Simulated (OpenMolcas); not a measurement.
# One shape, several levels: CH3BTe (SMILES B1C[Te]1)

Wanted: a comparison of 6 runs (BLYP/def2-SVP, PBE/def2-SVP, PBE0/def2-SVP, SVWN5/def2-SVP, TPSS/def2-SVP, CCSD(T)/def2-SVP) of CH3BTe. 

The results are computed with OpenMolcas 26.06.

**1. The structure to begin with**

The species is CH3BTe (6 atoms), meant as a singlet with charge 0. SMILES: `B1C[Te]1`. One bond was lengthened or shortened from a relaxed shape.

Bond lengths: B1–C2 1.519 Å, B1–Te3 2.072 Å, C2–Te3 2.212 Å, B1–H4 1.327 Å, C2–H5 1.080 Å, C2–H6 1.080 Å. Angles: B1–C2–Te3 64.4°, C2–B1–Te3 74.3°, B1–Te3–C2 41.4°, B1–C2–H5 122.0°, B1–C2–H6 122.0°, Te3–C2–H5 113.9°, Te3–C2–H6 113.8°, C2–B1–H4 143.4°, Te3–B1–H4 142.4°, H5–C2–H6 111.3°.

**2. A single-point energy at BLYP/def2-SVP (core potential) (run 1)**

File mol.inp:

```
* CH3BTe Kohn-Sham DFT
>>> EXPORT MOLCAS_PRINT=2

&gateway
 baslib=$CurrDir
 coord
 6
 bohr
 B     -0.66256633    -1.05648352    -0.68074738
 C      0.57078233     1.18637573     0.61743778
 Te     2.18600684    -2.55462059     1.54797671
 H     -2.47882935    -1.70544003    -2.28367733
 H      1.86524472     2.42442980    -0.36206397
 H     -0.29637520     2.12887663     2.20624391
 basis=def2-SVP
 group=NoSym

&seward
 gridinput
 Grid=UltraFine
 End of Grid

&scf
 ksdft=BLYP
 thresholds=1e-10 1e-07 1e-07 1e-05
 prorbitals=1 2
```

The basis set def2-SVP is read from a file made from the Basis Set Exchange's data (not shown).

Launch:

```sh
$ export MOLCAS_MEM=1860
$ pymolcas mol.inp > mol.log
```

Log:

```text
--- Start Module: gateway ---
[...]
--- Stop Module: gateway /rc=_RC_ALL_IS_WELL_ ---
--- Start Module: seward ---
[...]
      Basis functions           69
--- Stop Module: seward /rc=_RC_ALL_IS_WELL_ ---
[...]
--- Start Module: scf ---
[...]
       Convergence after  19 Iterations
[...]
::    Total KS-DFT energy                            -332.6001031941
[...]
      Total spin, S                                     0.0000000000
[...]
      Total electronic charge=   38.000000
      Total            charge=   -0.000000
[...]
      Dipole Moment (debye):
      Origin of the operator (angstrom)=    0.9590   -1.1076    0.6806
                   X=  1.7070E-01               Y=  7.4472E-01               Z=  2.2933E-01           Total=  7.9771E-01
      Quadrupole Moment (debye*angstrom):
[...]
--- Stop Module: scf /rc=_RC_ALL_IS_WELL_ ---
[...]
```

Wall time 19 s (1 thread of Arm Neoverse V1, shared host); peak memory 0.41 GiB.

**3. The energy at PBE/def2-SVP (core potential) (run 2)**

File job.inp:

```
>>> EXPORT MOLCAS_PRINT=2
&GATEWAY
BASLIB=$CurrDir
COORD
6
angstrom
B       -0.350615      -0.559067      -0.360236
C        0.302045       0.627803       0.326734
Te       1.156785      -1.351847       0.819154
H       -1.311740      -0.902480      -1.208470
H        0.987045       1.282953      -0.191596
H       -0.156835       1.126553       1.167494
BASIS=def2-SVP
GROUP=NoSym
&SEWARD
GRIDINPUT
Grid=UltraFine
End of Grid
&SCF
KSDFT=PBE
THRESHOLDS=1e-10 1e-07 1e-07 1e-05
PRORBITALS=1 1
```

The basis set def2-SVP is read from a file made from the Basis Set Exchange's data (not shown).

Launch:

```sh
$ export MOLCAS_MEM=1860
$ pymolcas job.inp > job.log
```

Log:

```text
--- Start Module: gateway ---
[...]
--- Stop Module: gateway /rc=_RC_ALL_IS_WELL_ ---
--- Start Module: seward ---
[...]
      Basis functions           69
--- Stop Module: seward /rc=_RC_ALL_IS_WELL_ ---
[...]
--- Start Module: scf ---
[...]
       Convergence after  21 Iterations
[...]
::    Total KS-DFT energy                            -332.5886457145
[...]
      Total spin, S                                     0.0000000000
[...]
      Total electronic charge=   38.000000
      Total            charge=   -0.000000
[...]
      Dipole Moment (debye):
      Origin of the operator (angstrom)=    0.9590   -1.1076    0.6806
                   X=  1.8487E-01               Y=  7.4081E-01               Z=  2.4080E-01           Total=  8.0060E-01
      Quadrupole Moment (debye*angstrom):
[...]
--- Stop Module: scf /rc=_RC_ALL_IS_WELL_ ---
[...]
```

Wall time 21 s (1 thread of Arm Neoverse V1, shared host); peak memory 0.41 GiB.

Runs 3 to 5 aren't shown in full; the table further down has their settings and results.

**4. A single-point energy at CCSD(T)/def2-SVP (core potential) (run 6)**

File mol.xyz:

```xyz
6

B     -0.350615    -0.559067    -0.360236
C      0.302045     0.627803     0.326734
Te     1.156785    -1.351847     0.819154
H     -1.311740    -0.902480    -1.208470
H      0.987045     1.282953    -0.191596
H     -0.156835     1.126553     1.167494
```

File run.inp:

```
* CH3BTe CCSD(T)
&GATEWAY
BasLib = $CurrDir
Coord = mol.xyz
Basis = def2-SVP
Group = NoSym
&SEWARD
&SCF
Thresholds = 1e-10 1e-07 1e-07 1e-05
PrOrbitals = 1
&RASSCF
FileOrb = $Project.ScfOrb
Spin = 1
Nactel = 0 0 0
Inactive = 19
Ras2 = 0
OutOrbitals = Canonical
OrbListing = NoCore
&MOTRA
JobIph
Frozen = 6
&CCSDT
CCT
Triples = 2
Iterations = 80
Accuracy = 1e-08
Extrapolation = 5 4
```

The basis set def2-SVP is read from a file made from the Basis Set Exchange's data (not shown).

Launch:

```sh
$ export MOLCAS_MEM=1860
$ pymolcas run.inp > run.log
```

Log:

```text
--- Start Module: gateway ---
[...]
--- Stop Module: gateway /rc=_RC_ALL_IS_WELL_ ---
[...]
      Basis functions           69
[...]
       Convergence after  15 Iterations
[...]
::    Total SCF energy                               -331.1999427173
[...]
      Total spin, S                                     0.0000000000
[...]
      Number of active orbitals                  0
[...]
      Spin quantum number                      0.0
[...]
      Active orbitals                            0
[...]
      Number of CSFs                             1
[...]
      Number of root(s) required                 1
[...]
      Convergence after  4 iterations
[...]
      Natural orbitals and occupation numbers for root  1
      ************************************************************************************************************************
      *                                                    Final results                                                     *
      ************************************************************************************************************************
[...]
::    RASSCF root number  1 Total energy:   -331.19994272
[...]
      Total electronic charge=   38.000000
      Total            charge=   -0.000000
[...]
      Dipole Moment (debye):
      Origin of the operator (angstrom)=    0.9590   -1.1076    0.6806
                   X= -5.0240E-01               Y=  1.1989E+00               Z= -2.8611E-01           Total=  1.3310E+00
      Quadrupole Moment (debye*angstrom):
[...]
--- Start Module: motra ---
[...]
      *** WARNING: Default frozen orbitals is overwritten by user input.
      *** Default values:   2
[...]
--- Stop Module: motra /rc=_RC_ALL_IS_WELL_ ---
--- Start Module: ccsdt ---
[...]
      Convergence after                    17  Iterations
      Total energy (diff) :    -331.57154926       0.00000000
[...]
 METHOD                       : CCSD+T(CCSD)+<T3(1)WT1> = CCSD(T)
[...]
       CCSD     =      -331.5715492571518
[...]
--- Stop Module: ccsdt /rc=_RC_ALL_IS_WELL_ ---
[...]
```

Wall time 29 s (1 thread of Arm Neoverse V1, shared host); peak memory 0.41 GiB.

**5. Overview of the runs**

| run | level | integration grid | frozen core orbitals | energy (Eh) | dipole moment (D) of the reference | HOMO energy (eV) | LUMO energy (eV) | wall time |
| --- | --- | --- | --- | --- | --- | --- | --- | --- |
| 1 | BLYP/def2-SVP (core potential) | UltraFine | – | -332.600103 | 0.80 | -5.42 | -2.17 | 19 s |
| 2 | PBE/def2-SVP (core potential) | UltraFine | – | -332.588646 | 0.80 | -5.65 | -2.39 | 21 s |
| 3 | PBE0/def2-SVP (core potential) | UltraFine | – | -332.618170 | 0.85 | -6.61 | -1.56 | 17 s |
| 4 | SVWN5/def2-SVP (core potential) | UltraFine | – | -331.651418 | 0.83 | -5.79 | -2.60 | 14 s |
| 5 | TPSS/def2-SVP (core potential) | UltraFine | – | -332.614034 | 0.84 | -5.73 | -2.27 | 28 s |
| 6 | CCSD(T)/def2-SVP (core potential) | – | 6 | -331.587005 | 1.33 | -8.59 | 1.89 | 29 s |

**6. Outcome**

| quantity | value |
| --- | --- |
| run 6: total energy | -331.58701 Eh |
| run 6: dipole moment (mean-field density) | 1.33 D |
| run 6: HOMO energy (Hartree–Fock orbitals) | -8.59 eV |
| run 6: LUMO energy (Hartree–Fock orbitals) | 1.89 eV |
| run 6: HOMO–LUMO gap (Hartree–Fock orbitals) | 10.47 eV |
| run 6: correlation energy (6 core orbitals frozen) | -387.1 mEh |
| run 6: (T) correction | -15.46 mEh |

What this shows: Over runs 1, 2, 3, 4, 5 the dipole moment (its size) runs from 0.80 D (BLYP/def2-SVP) to 0.85 D (PBE0/def2-SVP). Over runs 1, 2, 3, 4, 5 the HOMO–LUMO gap runs from 3.19 eV (SVWN5/def2-SVP) to 5.05 eV (PBE0/def2-SVP). Totals of different functionals can't be ranked against each other. All runs together took 2.1 min, the longest 29 s.
